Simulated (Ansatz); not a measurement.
**ZrN+ (triplet): wave-function methods side by side, def2-QZVPP**

An exercise on one series of results from a longer session: the logs are not shown, and one member is left open.

The runs use Ansatz 0.2.0, Gaussian basis; def2-QZVPP, core rule «outside noble gas», up to 5 orbitals frozen.

Plan: UHF; ROHF; CCSD(T) on UHF.

2 further runs of the same task are left out: 2 set aside as unsound or not needed.

## The geometry

The geometry is a PBE0/def2-TZVP stationary point (not a proven minimum) of the parent state, kept for this charge and spin. No spin-orbit coupling is included. Elements past krypton take def2 core potentials.

2 atoms, charge 1, spin multiplicity 3.

Atoms are counted from 1 here; the program's logs count them from 0.

Bond lengths: Zr1–N2 1.684 Å.

Set-up of the first run:

Contents of in.yaml:

```yaml
crystal:
  periodic: [false, false, false]
  atoms:
    - {symbol: Zr, position_ang: [0.000000, 0.000000, 0.000000]}
    - {symbol: N, position_ang: [0.000000, 0.000000, 1.683832]}
basis:
  gaussian: {orbitals: "def2-QZVPP.json"}
total_charge: 1
magnetization: {spin_polarized: true, initial_magnetization: 2}
hamiltonian: {xc: hf}
output: {orbitals: {seedname: orbitals}}
```

Started as:

```bash
ansatz run in.yaml --threads 1 --pin off --events-out ev --progress --plain --max-ram 4096MiB --backend cpu
```

Among the steps run: UHF; ROHF; CCSD(T) on UHF.

One table of the session follows, with a row left open; its other results are not shown here.

| method | from UCCSD(T) (meV) |
| --- | --- |
| ROHF | +7693.4 |
| UHF | +7440.5 |
| UMP2 | +390.9 |
| UCCSD | ? |
| UCCSD(T) | 0 |

Estimate the missing values for UCCSD.

**Answer.** from UCCSD(T) (meV): +458.5. In the column «from UCCSD(T) (meV)» it lies between UMP2 (+390.9) and UHF (+7440.5).
